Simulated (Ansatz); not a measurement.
# Si2N: the cost of one run

Program: Ansatz 0.2.0. Level of theory: DFT PBE, scalar-relativistic, plane waves, PAW. These are calculated values, not measurements.

## (1) Starting point

It takes space group P2/m (No. 10, monoclinic). Conventional cell: a = 4.900 Å, b = 2.780 Å, c = 5.616 Å, α = 90.00°, β = 103.98°, γ = 90.00°. Around Si (site symmetry m) lie 2 N at 1.84 Å. Si (site symmetry m) is surrounded by 2 N at 1.89 Å. N (site symmetry m) is surrounded by 4 Si at 1.84 to 1.89 Å.

Coordinates:

```
CELL_PARAMETERS angstrom
4.89971 0.00000 -0.00387
0.00000 2.77967 0.00000
-1.35258 0.00000 5.45115
ATOMIC_POSITIONS crystal
Si 0.26058 0.00000 0.06001
Si 0.25741 0.50000 0.58818
Si 0.73942 0.00000 0.93999
Si 0.74259 0.50000 0.41182
N 0.65147 0.50000 0.72012
N 0.34853 0.50000 0.27988
```

The cell was relaxed beforehand at this level, from a database cell with other species swapped in; it needn't be the stable form of this composition. At a tolerance of 0.05 Å it has space group P2/m (No. 10); it has 12.37 Å³/atom, an uncorrected energy of -0.08 eV/atom over the elements.

## (2) Bands, states and charges

File input.yaml:

```yaml
crystal:
  lattice:
    - [4.8997109096, 0.0, -0.0038676485]
    - [0.0, 2.779674369, 0.0]
    - [-1.3525781131, 0.0, 5.4511534335]
  atoms:
    - { symbol: Si, position: [0.2605774735, 0.0, 0.0600127241] }
    - { symbol: Si, position: [0.2574054499, 0.5, 0.5881841593] }
    - { symbol: Si, position: [0.7394225265, 0.0, 0.9399872759] }
    - { symbol: Si, position: [0.7425945501, 0.5, 0.4118158407] }
    - { symbol: "N", position: [0.6514718199, 0.5, 0.7201165723] }
    - { symbol: "N", position: [0.3485281801, 0.5, 0.2798834277] }
basis:
  ecutwfc: 420
kpoints:
  mp_grid: { grid: [8, 14, 8] }
  band_path:
    path:
      - [0.0, 0.0, 0.0]
      - [0.0, 0.5, 0.0]
      - [0.0, 0.5, 0.5]
      - [0.0, 0.0, 0.5]
      - [0.0, 0.0, 0.0]
      - [-0.5, 0.0, 0.5]
      - [-0.5, 0.5, 0.5]
      - [0.0, 0.5, 0.0]
      - [-0.5, 0.5, 0.0]
      - [-0.5, 0.0, 0.0]
      - [0.0, 0.0, 0.0]
    npoints: 14
hamiltonian:
  xc: pbe
scf:
  occupations: { method: gaussian, width: 0.1 }
  n_extra_bands: 15
output:
  forces: true
  stress: true
  eigenvalues: true
  populations: true
  dos: { projected: true, de: 0.02, nscf_kmesh: { grid: [10, 17, 10] } }
  bader: true
  write_density: true
  write_potential: true
  elf: true
  volumetric_format: npy
```

Launch:

```
> ansatz run input.yaml --threads 1 --pin off --max-ram 2560MiB --backend cpu --events-out ev --progress --plain --runs-dir out
```

What time and memory should one allow on 1 thread of Arm Neoverse V1, shared host?

About 2.5 min, with a peak of 0.81 GiB.
